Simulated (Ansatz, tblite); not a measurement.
**(BeO)9 cage of four- and six-membered rings (Be9O9): a ladder of methods and basis sets**

How do method and basis change the picture of (BeO)9 cage of four- and six-membered rings (Be9O9) (singlet)?

Method: as each input shows; program: Ansatz 0.2.0, Gaussian basis.

The runs, in order: GFN1-xTB, GFN2-xTB, PBE-D4/def2-TZVP, r2SCAN-D4/def2-TZVP, LDA/def2-TZVP, BHLYP-D4/def2-TZVP, PBE-D4/def2-SVP, PBE0-D4/def2-SVP, HF/STO-3G, HF/6-31G, B3LYP-D4/6-31G, MP2/def2-SVP.

3 further runs of the same task are left out: 3 that didn't finish.

**1. The geometry**

The singlet was relaxed beforehand with PBE-D4/def2-SVP.

18 atoms, charge 0, spin multiplicity 1.

Bond lengths: Be1–O2 1.594 Å, Be1–O4 1.614 Å, Be1–O6 1.594 Å, O2–Be3 1.644 Å, O2–Be9 1.549 Å, Be3–O4 1.602 Å, Be3–O14 1.549 Å, O4–Be5 1.603 Å, Be5–O6 1.644 Å, Be5–O15 1.549 Å, O6–Be7 1.549 Å, Be7–O8 1.602 Å, Be7–O12 1.644 Å, O8–Be9 1.602 Å, O8–Be11 1.614 Å, Be9–O10 1.644 Å, O10–Be11 1.594 Å, O10–Be13 1.549 Å and more. Angles: O2–Be1–O4 99.2°, O2–Be1–O6 128.5°, O4–Be1–O6 99.2°, Be1–O2–Be3 80.2°, Be1–O2–Be9 109.4°, Be3–O2–Be9 114.7°, O2–Be3–O4 97.6°, O2–Be3–O14 123.5°, O4–Be3–O14 122.3°, Be1–O4–Be3 80.8°, Be1–O4–Be5 80.8°, Be3–O4–Be5 106.5°, O4–Be5–O6 97.6°, O4–Be5–O15 122.3°, O6–Be5–O15 123.5°, Be1–O6–Be5 80.2°, Be1–O6–Be7 109.4°, Be5–O6–Be7 114.7° and more.

As a file:

```xyz
18

Be    0.00325    2.16092    0.20281
O    -1.43239    1.61147   -0.21707
Be   -1.28350    0.90673    1.26056
O     0.00121    1.72609    1.75673
Be    1.28418    0.90266    1.26279
O     1.43786    1.60692   -0.21457
Be    1.28607    0.63798   -1.41325
O     0.00311    0.65813   -2.37318
Be   -1.28157    0.64204   -1.41548
O    -1.43617   -0.98932   -1.28733
Be    0.00028   -0.90507   -1.97305
O     1.43525   -0.99387   -1.28482
Be   -1.28603   -1.54227    0.15160
O    -1.43772   -0.61559    1.50055
O     1.43316   -0.62014    1.50306
Be    1.28087   -1.54634    0.15383
O    -0.00431   -2.38406    0.61634
Be   -0.00352   -1.25629    1.77046
```

PBE0-D4/def2-TZVP was run before; its log isn't repeated, and its numbers join the tables.

**2. GFN1-xTB**

Tight binding, by tblite at 300 K electronic temperature and without a spin-polarisation term:

```python
tblite.interface.Calculator('GFN1-xTB', numbers, positions, charge=0, uhf=0).singlepoint()
```

Energy -1359.4173 eV, HOMO -9.69 eV, LUMO -6.26 eV; 0.018 s.

**3. GFN2-xTB**

Tight binding, by tblite at 300 K electronic temperature and without a spin-polarisation term:

```python
tblite.interface.Calculator('GFN2-xTB', numbers, positions, charge=0, uhf=0).singlepoint()
```

Energy -1189.9092 eV, HOMO -11.84 eV, LUMO -8.13 eV; 0.023 s.

**4. PBE-D4/def2-TZVP**

start.molden holds the orbitals of an earlier run on this state, given as this run's starting guess.

File in.yaml:

```yaml
crystal:
  periodic: [false, false, false]
  atoms:
    - {symbol: Be, position_ang: [0.003245, 2.160924, 0.202814]}
    - {symbol: O, position_ang: [-1.432393, 1.611472, -0.217067]}
    - {symbol: Be, position_ang: [-1.283502, 0.906733, 1.260565]}
    - {symbol: O, position_ang: [0.001208, 1.726085, 1.756729]}
    - {symbol: Be, position_ang: [1.284179, 0.902664, 1.262788]}
    - {symbol: O, position_ang: [1.437859, 1.606922, -0.214568]}
    - {symbol: Be, position_ang: [1.286065, 0.637979, -1.413247]}
    - {symbol: O, position_ang: [0.003108, 0.658132, -2.373178]}
    - {symbol: Be, position_ang: [-1.281572, 0.642045, -1.415476]}
    - {symbol: O, position_ang: [-1.436168, -0.989315, -1.287325]}
    - {symbol: Be, position_ang: [0.000275, -0.905069, -1.973052]}
    - {symbol: O, position_ang: [1.435248, -0.993866, -1.284819]}
    - {symbol: Be, position_ang: [-1.286027, -1.542274, 0.151600]}
    - {symbol: O, position_ang: [-1.437717, -0.615594, 1.500553]}
    - {symbol: O, position_ang: [1.433163, -0.620143, 1.503057]}
    - {symbol: Be, position_ang: [1.280874, -1.546341, 0.153835]}
    - {symbol: O, position_ang: [-0.004309, -2.384064, 0.616340]}
    - {symbol: Be, position_ang: [-0.003524, -1.256288, 1.770462]}
basis:
  gaussian: {orbitals: def2-TZVP, initial_orbitals: start.molden}
hamiltonian: {xc: pbe, dispersion: d4}
scf: {omitted_lower_state_checks: [starts]}
output: {forces: true, orbitals: {seedname: orbitals}}
```

Started as:

```
$ ansatz run in.yaml --threads 4 --pin off --events-out ev --progress --plain --max-ram 6963MiB
```

After this run come: r2SCAN-D4/def2-TZVP; LDA/def2-TZVP; BHLYP-D4/def2-TZVP; PBE-D4/def2-SVP; PBE0-D4/def2-SVP; HF/STO-3G; HF/6-31G; B3LYP-D4/6-31G; MP2/def2-SVP.

**Question.** What will the summary of the whole plan be? Wanted: gap in def2-TZVP, named functionals, smallest and largest; correlation energy, MP2/def2-SVP; binding an atom, functionals in def2-TZVP; PBE0 total energy, smallest basis above largest.

As calculated:

```
                                                 quantity                                 value
gap in def2-TZVP, named functionals, smallest and largest  5.06 eV (PBE-D4), 9.55 eV (BHLYP-D4)
                         correlation energy, MP2/def2-SVP                             -52.41 eV
                binding an atom, functionals in def2-TZVP      5.13 (BHLYP-D4) to 6.19 eV (LDA)
          PBE0 total energy, smallest basis above largest        26.83 eV (def2-SVP, def2-TZVP)
```

**Reading.** Over the named functionals in def2-TZVP the gap runs from 5.06 eV (PBE-D4) to 9.55 eV (BHLYP-D4); exact exchange widens it.
